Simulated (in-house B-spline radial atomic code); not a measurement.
# C⁵⁺: ionisation energy by several methods

Wanted: one ionisation energy, C⁵⁺ to configuration bare nucleus, up the ladder of functionals.

The numbers are computed with in-house B-spline radial atomic code version 1 (scalar-relativistic (X2C), several functionals, spin-polarised, exact exchange averaged over the configuration; spherical all-electron atom at the radial basis limit), except any that are marked as measured or tabulated.

### 1 The system

| Quantity | Value |
| --- | --- |
| element | carbon (Z = 6) |
| charge | +5 |
| electrons | 1 |
| configuration | 1s1 |
| nucleus | Fermi, rms radius 2.470 fm |

Where spins are not typed, each open shell is filled with up spins first.

### 2 CAM-B3LYP

Settings, as recorded:

```ini
Z = 6
electrons = 1.0
configuration = 1s1
hamiltonian = x2c
method = camb3lyp
spin_polarised = True
nucleus = fermi
rms_radius = 2.4702
mass_number = 12
atomic_mass = 12.0
speed_of_light = 137.035999084
exact_exchange = averaged over the configuration
```

Run with:

```console
python run_scf.py task.json out
```

The settings of every run stand in task.json; they run in order.

### 3 PBE0

Settings: those of step 2 with these lines changed.

```diff
@@ -4,3 +4,3 @@
 hamiltonian = x2c
-method = camb3lyp
+method = pbe0
 spin_polarised = True
```

### 4 TPSSh

Settings: those of step 3 with these lines changed.

```diff
@@ -4,3 +4,3 @@
 hamiltonian = x2c
-method = pbe0
+method = tpssh
 spin_polarised = True
```

### 5 BHandHLYP

Settings: those of step 4 with these lines changed.

```diff
@@ -4,3 +4,3 @@
 hamiltonian = x2c
-method = tpssh
+method = bhandhlyp
 spin_polarised = True
```

### 6 B3LYP

Settings: those of step 5 with these lines changed.

```diff
@@ -4,3 +4,3 @@
 hamiltonian = x2c
-method = bhandhlyp
+method = b3lyp
 spin_polarised = True
```

**Question.** The tabulated ionisation energy is 489.993 ± 2.2e-07 eV (tabulated theoretical; NIST Atomic Spectra Database). What does each method give, and which comes nearest?

The runs gave:

| method | rung | total energy (hartree) | ΔSCF (eV) | −ε highest (eV) | ΔSCF less tabulated (eV) |
| --- | --- | --- | --- | --- | --- |
| PBE0 | global hybrid | -17.9859 | 489.42 | 461.58 (1s up) | -0.57 |
| TPSSh | global hybrid | -18.0089 | 490.05 | 458.33 (1s up) | +0.05 |
| BHandHLYP | global hybrid | -18.0007 | 489.82 | 471.08 (1s up) | -0.17 |
| B3LYP | global hybrid | -17.9883 | 489.49 | 459.65 (1s up) | -0.51 |
| CAM-B3LYP | range-separated hybrid | -17.9789 | 489.23 | 461.52 (1s up) | -0.76 |

**Reading.** Against the tabulated ionisation energy, 489.993 ± 2.2e-07 eV (tabulated theoretical; NIST Atomic Spectra Database), the best here is TPSSh (+0.05 eV) and the worst CAM-B3LYP (-0.76 eV, or 0.16 %).
